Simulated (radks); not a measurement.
**Nuclear size and the levels of Eu**

Aim: how the total energy, the levels and the density at the nucleus of Eu respond when the nuclear radius is scaled.

Method: Dirac Kohn-Sham, PBE, spin-unpolarised, spherical densities, finite nucleus; open shells are shared between the two j in proportion to 2j + 1. Code: radks (a radial shooting solver on a logarithmic mesh, Libxc functionals) version 1.

### Step 1. What is computed

| Quantity | Value |
| --- | --- |
| element | europium (Z = 63) |
| charge | 0 |
| electrons | 63 |
| configuration | [Xe] 4f7 6s2 |
| nuclear rms radius | 5.1115 fm |

The outer shells:

Eu
```
[Xe] core
4f [↑ ][↑ ][↑ ][↑ ][↑ ][↑ ][↑ ]
6s [↑↓]
```

### Step 2. rms radius 5.1115 fm

The run's settings:

```text
Z 63
configuration [Xe] 4f7 6s2 5d0 6p0
relativity Dirac
functional pbe,pbe
spin unpolarised
j_filling average
nucleus finite rms 5.1115 fm
c 137.035999084
```

### Step 3. rms radius 4.4981 fm

Settings, as their differences from step 2:

```diff
@@ -6,3 +6,3 @@
 j_filling average
-nucleus finite rms 5.1115 fm
+nucleus finite rms 4.4981 fm
 c 137.035999084
```

### Step 4. rms radius 4.6975 fm

Settings, as their differences from step 3:

```diff
@@ -6,3 +6,3 @@
 j_filling average
-nucleus finite rms 4.4981 fm
+nucleus finite rms 4.6975 fm
 c 137.035999084
```

### Step 5. rms radius 5.4437 fm

Settings, as their differences from step 4:

```diff
@@ -6,3 +6,3 @@
 j_filling average
-nucleus finite rms 4.6975 fm
+nucleus finite rms 5.4437 fm
 c 137.035999084
```

### Step 6. rms radius 5.8322 fm

Settings, as their differences from step 5:

```diff
@@ -6,3 +6,3 @@
 j_filling average
-nucleus finite rms 5.4437 fm
+nucleus finite rms 5.8322 fm
 c 137.035999084
```

What does the calculation give? Wanted: for each run, rms radius; total energy shift; density at nucleus; 1s1/2 shift; 2s1/2 shift; 5p1/2 shift; 6s1/2 shift; 6p1/2 shift.

As calculated:

| rms radius (fm) | total energy shift (eV) | density at nucleus (e/bohr³) | 1s1/2 shift (meV) | 2s1/2 shift (meV) | 5p1/2 shift (meV) | 6s1/2 shift (meV) | 6p1/2 shift (meV) |
| --- | --- | --- | --- | --- | --- | --- | --- |
| 4.4981 | -4.24 | 5.977e+05 | -1750 | -224 | 0.218 | -0.0652 | 0.0690 |
| 4.6975 | -2.91 | 5.914e+05 | -1200 | -153 | 0.149 | -0.0447 | 0.0473 |
| 5.1115 | 0 | 5.792e+05 | 0 | 0 | 0 | 0 | 0 |
| 5.4437 | 2.47 | 5.703e+05 | 1018 | 130 | -0.126 | 0.0379 | -0.0401 |
| 5.8322 | 5.50 | 5.607e+05 | 2269 | 290 | -0.282 | 0.0845 | -0.0894 |

**Reading.** Shifts are against the first run. Over the range the 1s1/2 level moves by 4.02 eV and the 6p1/2 level by -0.158 meV. A larger nucleus binds the 1s electrons less and lowers the density at its centre. These are shifts of eigenvalues, not the field shifts of spectral lines.
